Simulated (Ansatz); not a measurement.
# CH2AlClFN: a ladder of functionals and wavefunction methods

One table from this session's results is given with a row withheld; the runs are named, their logs left out.

Computed with Ansatz 0.2.0, Gaussian basis. Level: functionals in def2-TZVPP, the program's frozen cores in correlated methods.

Plan: LDA (SPW92), PBE-D4, revPBE-D4, BLYP-D4, r2SCAN-D4, B97M-V, PBE0-D4, B3LYP-D4, r2SCANh-D4, r2SCAN0-D4, HSE06-D4, BHLYP-D4, CAM-B3LYP-D4, LC-ωPBE, ωB97X-V, ωB97M-V, B2PLYP, PBE-QIDH; CCSD(T)/def2-SVP; CCSD(T)/def2-TZVPP; MP2/def2-QZVPP; extrapolation to the limit; RPA on PBE.

### Structure used throughout

An earlier PBE0-D4 in a triple-zeta def2 set relaxation fixed the geometry.

SMILES `N=[C](Cl)[AlH][F]`, 7 atoms, charge 0, spin multiplicity 1.

Atoms are counted from 1 here; the program's logs count them from 0.

Bond lengths: N1–C2 1.253 Å, N1–H6 1.022 Å, C2–Cl3 1.780 Å, C2–Al4 1.970 Å, Al4–F5 1.643 Å, Al4–H7 1.566 Å. Angles: C2–N1–H6 114.9°, N1–C2–Cl3 122.7°, N1–C2–Al4 117.7°, Cl3–C2–Al4 119.7°, C2–Al4–F5 117.5°, C2–Al4–H7 122.4°, F5–Al4–H7 120.1°.

As a file:

```xyz
7
CH2AlClFN
N     0.9510   -0.9488    0.8837
C    -0.0762   -0.3133    0.5487
Cl   -1.5620   -0.3037    1.5290
Al   -0.0137    0.7028   -1.1384
F    -1.3957    1.4453   -1.6271
H     0.8711   -1.4648    1.7628
H     1.2867    0.8144   -2.0044
```

The first run:

in.yaml reads:

```yaml
crystal:
  periodic: [false, false, false]
  atoms:
    - {symbol: N, position_ang: [0.950957, -0.948755, 0.883738]}
    - {symbol: C, position_ang: [-0.076212, -0.313272, 0.548699]}
    - {symbol: Cl, position_ang: [-1.562004, -0.303738, 1.528962]}
    - {symbol: Al, position_ang: [-0.013660, 0.702800, -1.138358]}
    - {symbol: F, position_ang: [-1.395679, 1.445310, -1.627141]}
    - {symbol: H, position_ang: [0.871063, -1.464782, 1.762798]}
    - {symbol: H, position_ang: [1.286735, 0.814436, -2.004398]}
basis:
  gaussian: {orbitals: def2-TZVPP}
hamiltonian: {xc: lda}
output: {orbitals: {seedname: orbitals}}
```

Launch:

```sh
$ ansatz run in.yaml --threads 2 --pin off --events-out ev --progress --plain --max-ram 4352MiB
```

Steps of the session up to this table: LDA; PBE-D4 (GGA); revPBE-D4 (GGA); BLYP-D4 (GGA); r2SCAN-D4 (meta-GGA); B97M-V (meta-GGA); B3LYP-D4 (hybrid); r2SCANh-D4 (hybrid); r2SCAN0-D4 (hybrid); HSE06-D4 (hybrid); BHLYP-D4 (hybrid); CAM-B3LYP-D4 (range-separated); LC-ωPBE (range-separated); ωB97X-V (range-separated); ωB97M-V (range-separated); B2PLYP (double hybrid); PBE-QIDH (double hybrid).

One of the session's tables, all rows but one given; the rest of the session is left out.

| functional | HOMO (eV) | LUMO (eV) | gap (eV) |
| --- | --- | --- | --- |
| LDA (SPW92) | -6.93 | -3.23 | 3.70 |
| PBE-D4 | -6.80 | -2.96 | 3.84 |
| revPBE-D4 | ? | ? | ? |
| BLYP-D4 | -6.68 | -2.84 | 3.84 |
| r2SCAN-D4 | -7.12 | -2.80 | 4.31 |
| B97M-V | -7.27 | -2.83 | 4.44 |
| PBE0-D4 | -8.16 | -2.09 | 6.07 |
| B3LYP-D4 | -7.93 | -2.32 | 5.62 |
| r2SCANh-D4 | -7.62 | -2.47 | 5.14 |
| r2SCAN0-D4 | -8.37 | -1.99 | 6.38 |
| HSE06-D4 | -7.76 | -2.47 | 5.29 |
| BHLYP-D4 | -9.43 | -1.20 | 8.23 |
| CAM-B3LYP-D4 | -9.50 | -1.06 | 8.44 |
| LC-ωPBE | -10.78 | 0.10 | 10.89 |
| ωB97X-V | -10.48 | -0.01 | 10.47 |
| ωB97M-V | -10.34 | -0.21 | 10.13 |

Q: Estimate the row for revPBE-D4 from the others.

The run gave: HOMO (eV): -6.75; LUMO (eV): -2.86; gap (eV): 3.89. In the column «HOMO (eV)» it lies between PBE-D4 (-6.80) and BLYP-D4 (-6.68).
